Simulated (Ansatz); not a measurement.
# BH4O2Sb: the cost of one run

The runs use Ansatz 0.2.0, Gaussian basis; PBE/def2-SVP.

### 1 The geometry

The structure was relaxed beforehand with PBE0-D4 in a triple-zeta def2 set. Sb takes the def2 core potential; no spin-orbit term is included.

8 atoms, charge 0, spin multiplicity 1.

Atoms are counted from 1 here; the program's logs count them from 0.

Bond lengths: O1–B2 1.360 Å, O1–H5 0.963 Å, B2–O3 1.360 Å, B2–Sb4 2.260 Å, O3–H6 0.963 Å, Sb4–H7 1.705 Å, Sb4–H8 1.705 Å. Angles: B2–O1–H5 115.8°, O1–B2–O3 125.0°, O1–B2–Sb4 117.5°, O3–B2–Sb4 117.5°, B2–O3–H6 115.8°, B2–Sb4–H7 92.9°, B2–Sb4–H8 92.9°, H7–Sb4–H8 92.3°.

### 2 The run

The input, in.yaml:

```yaml
crystal:
  periodic: [false, false, false]
  atoms:
    - {symbol: O, position_ang: [-0.013021, 1.362709, -0.753353]}
    - {symbol: B, position_ang: [-0.018515, 0.362035, 0.167531]}
    - {symbol: O, position_ang: [0.611130, 0.408186, 1.372055]}
    - {symbol: Sb, position_ang: [-1.278854, -1.459976, -0.280691]}
    - {symbol: H, position_ang: [0.488476, 2.149752, -0.514862]}
    - {symbol: H, position_ang: [1.098459, 1.217430, 1.560279]}
    - {symbol: H, position_ang: [-0.716163, -1.562468, -1.887332]}
    - {symbol: H, position_ang: [-0.079510, -2.534668, 0.280575]}
basis:
  gaussian: {orbitals: def2-SVP}
hamiltonian: {xc: {name: PBE}}
md: {timestep: 2 fs, n_steps: 50, ensemble: nvt_nose_hoover, temperature: 700, initial_velocities: maxwell_boltzmann, seed: 722}
```

Run with:

```sh
$ ansatz run in.yaml --threads 2 --pin off --events-out ev --progress --plain --max-ram 4352MiB
```

Q: Estimate wall time and peak memory on 2 threads of Arm Neoverse V1, shared host.

About 67 s, with a peak of 0.38 GiB.
